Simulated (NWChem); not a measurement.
Volume series of SiC (zincblende structure): conduction valleys

Program: NWChem. Level: revPBE, default library pseudopotentials (valence charges C 4, Si 4), cutoff 35 Ha, shifted 4×4×4 mesh, two-atom cell, no spin-orbit coupling. Each row gives the lowest empty level at Γ, at L and on the outer part of the line to X, counted from the valence top at Γ within the same run; other points weren't sampled.

```csv
ln(V/V₀),a (Å),Γ (eV),L (eV),X line (eV)
-0.062,4.287,6.85,5.92,1.39
-0.041,4.317,?,?,?
-0.020,4.347,6.35,5.53,1.43
0.000,4.376,6.11,5.35,1.44
0.020,4.405,5.88,5.17,1.46
0.039,4.434,5.65,5.00,1.47
0.058,4.462,5.43,4.83,1.49
```

Question: Fit a line in ln V to each valley, give the slopes, and predict the withheld row.

Answer: Slopes dE/d(ln V): Γ -11.8 eV, L -9.1 eV, X line 0.8 eV (largest miss of a line 0.01 eV). With this level's bulk modulus of about 210 GPa, dE/dP = −slope/B gives Γ 57 meV/GPa, L 44 meV/GPa, X line -4 meV/GPa. The lowest valley is X line in every row. Predicted against computed: Γ 6.60 against 6.60, L 5.73 against 5.72, X line 1.41 against 1.41 eV.
